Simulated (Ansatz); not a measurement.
This script drives Ansatz 0.2.0, Python API.

The script, `opt.py`:
```python
import logging
import sys
import warnings

import ansatz as az
import numpy as np
import pandas as pd

logging.basicConfig(stream=sys.stdout, format="%(levelname)s %(message)s")
logger = logging.getLogger("ch5bfns")
logger.setLevel(logging.INFO)

GEOMETRY = """
C    -0.70470   -0.05620    1.46770
S     0.48480    1.11470    0.75070
B     0.14850    0.57200   -1.04340
N     1.07000   -0.55120   -1.63900
F    -0.81620    1.23620   -1.84330
H    -0.48410   -1.04990    1.23480
H    -0.75480    0.12860    2.56020
H    -1.71980    0.23290    1.03580
H     0.85500   -1.38560   -0.99060
H     2.00430   -0.29250   -1.53010
"""


def main() -> None:
    warnings.simplefilter("ignore", az.DeckWarning)

    molecule = az.Crystal.molecule()
    for line in GEOMETRY.strip().splitlines():
        symbol, *xyz = line.split()
        molecule = molecule.atom(symbol, [float(v) for v in xyz])

    model = (
        molecule.calculation()
        .basis(gaussian="6-31G*")
        .functional("cam_b3lyp")
    )
    symbols = [site.symbol for site in molecule.cartesian_sites]
    start = np.array([site.position_ang for site in molecule.cartesian_sites], dtype=float)
    def progress(event):
        if event["event"] == "relax_step":
            row = event["data"]
            logger.info(f"step {row['step']:3d}  E = {row['lagrangian_ev']:.6f} eV  largest force component {row['allowed_force_max_ev_ang']:.4f} eV/A")


    rep = model.relax(force_tolerance=0.01).session().plan().execute(on_event=progress).report
    end = np.array(rep["positions_ang"])

    for key in ("converged", "free_energy_ev", "reference_energy_ev", "n_frozen", "n_occupied", "n_virtual"):
        logger.info(f"{key:22s} {rep[key]}")

    logger.info("final positions (A) and the move of each atom")
    for symbol, xyz, old in zip(symbols, end, start):
        logger.info(f"{symbol:2s} {xyz[0]:10.5f} {xyz[1]:10.5f} {xyz[2]:10.5f}   {np.linalg.norm(xyz - old):7.4f}")

    charges = rep["charge_distribution"]
    table = pd.DataFrame({"atom": symbols, "mulliken": charges["mulliken_charges_e"], "lowdin": charges["lowdin_charges_e"]})
    print(table.round(3).to_string())
    print("dipole (e A):", np.round(charges["dipole_moment_e_ang"], 4) + 0.0)
    with open("ch5bfns_opt.xyz", "w") as handle:
        handle.write(f"{len(symbols)}\nrelaxed CH5BFNS\n")
        handle.writelines(f"{s:2s} {x:11.6f} {y:11.6f} {z:11.6f}\n" for s, (x, y, z) in zip(symbols, end))


if __name__ == "__main__":
    main()
```

It is started by `python opt.py`. Estimate its wall time and peak memory on 1 thread of Arm Neoverse V2 (shared host).

It took about 2.2 min, with a peak of 0.33 GiB, for 1 run of the engine.

`python opt.py` gives:
```text
INFO step   1  E = -16835.748774 eV  largest force component 5.1753 eV/A
INFO step   2  E = -16836.237878 eV  largest force component 2.3577 eV/A
INFO step   3  E = -16836.378111 eV  largest force component 1.9699 eV/A
INFO step   4  E = -16836.617525 eV  largest force component 0.5582 eV/A
INFO step   5  E = -16836.771132 eV  largest force component 1.0287 eV/A
INFO step   6  E = -16836.981700 eV  largest force component 1.3277 eV/A
INFO step   7  E = -16837.160239 eV  largest force component 1.5342 eV/A
INFO step   8  E = -16837.380073 eV  largest force component 1.0001 eV/A
INFO step   9  E = -16837.479104 eV  largest force component 0.7608 eV/A
INFO step  10  E = -16837.536081 eV  largest force component 1.1711 eV/A
INFO step  11  E = -16837.632750 eV  largest force component 0.9475 eV/A
INFO step  12  E = -16837.707518 eV  largest force component 0.5686 eV/A
INFO step  13  E = -16837.784312 eV  largest force component 0.3059 eV/A
INFO step  14  E = -16837.827036 eV  largest force component 0.1269 eV/A
INFO step  15  E = -16837.850898 eV  largest force component 0.1731 eV/A
INFO step  16  E = -16837.855081 eV  largest force component 0.1350 eV/A
INFO step  17  E = -16837.856513 eV  largest force component 0.0788 eV/A
INFO step  18  E = -16837.856627 eV  largest force component 0.0992 eV/A
INFO step  19  E = -16837.857301 eV  largest force component 0.0428 eV/A
INFO step  20  E = -16837.857342 eV  largest force component 0.0700 eV/A
INFO step  21  E = -16837.857508 eV  largest force component 0.0037 eV/A
INFO step  22  E = -16837.857554 eV  largest force component 0.0126 eV/A
INFO step  23  E = -16837.857597 eV  largest force component 0.0255 eV/A
INFO step  24  E = -16837.857639 eV  largest force component 0.0182 eV/A
INFO step  25  E = -16837.857590 eV  largest force component 0.0577 eV/A
INFO step  26  E = -16837.857711 eV  largest force component 0.0121 eV/A
INFO step  27  E = -16837.857761 eV  largest force component 0.0264 eV/A
INFO step  28  E = -16837.857788 eV  largest force component 0.0109 eV/A
INFO step  29  E = -16837.857806 eV  largest force component 0.0090 eV/A
INFO step  30  E = -16837.857826 eV  largest force component 0.0086 eV/A
INFO converged              True
INFO free_energy_ev         -16837.85792749288
INFO reference_energy_ev    -16837.85792749288
INFO n_frozen               0
INFO n_occupied             [24, 24]
INFO n_virtual              [65, 65]
INFO final positions (A) and the move of each atom
INFO C    -0.94322    0.26403    1.66353    0.4447
INFO S     0.71872    0.32893    0.91066    0.8353
INFO B     0.32952   -0.15343   -0.80634    0.7844
INFO N     1.32407   -0.25358   -1.78258    0.4168
INFO F    -0.94362   -0.41576   -1.13321    1.8026
INFO H    -1.34988   -0.74692    1.62640    0.9974
INFO H    -0.83425    0.56853    2.70513    0.4699
INFO H    -1.62684    0.94758    1.15960    0.7313
INFO H     1.10830   -0.51761   -2.73237    1.9625
INFO H     2.30021   -0.07277   -1.60802    0.3767
  atom  mulliken  lowdin
0    C    -0.576  -0.432
1    S    -0.095   0.220
2    B     0.442  -0.589
3    N    -0.760  -0.257
4    F    -0.244   0.158
5    H     0.188   0.130
6    H     0.182   0.132
7    H     0.188   0.131
8    H     0.335   0.253
9    H     0.339   0.253
dipole (e A): [ 0.0715 -0.0557 -0.2558]
```

It writes `ch5bfns_opt.xyz`:
```text
10
relaxed CH5BFNS
C    -0.943222    0.264027    1.663535
S     0.718720    0.328930    0.910659
B     0.329516   -0.153428   -0.806343
N     1.324067   -0.253576   -1.782577
F    -0.943616   -0.415760   -1.133208
H    -1.349880   -0.746921    1.626402
H    -0.834254    0.568525    2.705125
H    -1.626841    0.947584    1.159601
H     1.108302   -0.517606   -2.732372
H     2.300208   -0.072774   -1.608022
```

Reading the output:
- Total energies depend on the basis set; only differences at equal settings carry meaning.
- The end point is the stationary point reached from this start; no frequency run checks that it is a minimum, and the basis set is modest.
- The Löwdin charges here are taken after orthogonalising the functions within each atom; they differ from plain Löwdin charges, and their signs can be unphysical.

(Lines on the test bed's own set-up are left out of the output.)
